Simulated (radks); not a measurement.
**Valence configurations of N⁺**

An exercise on one series of results from a longer session: the logs are not shown, and one member is left open.

Program: radks (a radial shooting solver on a logarithmic mesh, Libxc functionals) version 1. Level of theory: scalar-relativistic Kohn-Sham, PBE, spin-polarised, spherical densities, finite nucleus; open shells are filled with parallel spins first. These are calculated values, not measurements, unless marked.

## The atom as given

| Quantity | Value |
| --- | --- |
| element | nitrogen (Z = 7) |
| charge | +1 |
| electrons | 6 |
| configuration | [He] 2s2 2p2 |
| nuclear rms radius | 2.5582 fm |
| others tried | 2s1 2p3; 2p4; 2s1.5 2p2.5; 2s0.5 2p3.5 |

Outer shells as boxes (Hund's rule):

N⁺
```
[He] core
2s [↑↓]
2p [↑ ][↑ ][  ]
```

Set-up of the first run:

Settings of this run:

```text
Z 7
configuration [He] 2s2 2p2
relativity scalar-relativistic
functional pbe,pbe
spin polarised
nucleus finite rms 2.5582 fm
c 137.035999084
```

Among the steps run: [He] 2s2 2p2.

One table of the session follows, with a row left open; its other results are not shown here.

It belongs to the step «[He] 2s2 2p2». Radial moments (bohr):

| level | <r> | outermost maximum (interpolated) | 90 % within |
| --- | --- | --- | --- |
| 1s up | ? | ? | ? |
| 1s down | 0.2293 | 0.148 | 0.411 |
| 2s up | 1.232 | 0.983 | 1.94 |
| 2s down | 1.267 | 0.996 | 2.01 |
| 2p up | 1.252 | 0.909 | 2.10 |
| 2p down | 1.320 | 0.933 | 2.25 |

**Question.** Estimate the row for 1s up.

As computed: <r>: 0.2300; outermost maximum (interpolated): 0.148; 90 % within: 0.412. In the column «<r>» it lies between 1s down (0.2293) and 2s up (1.232).
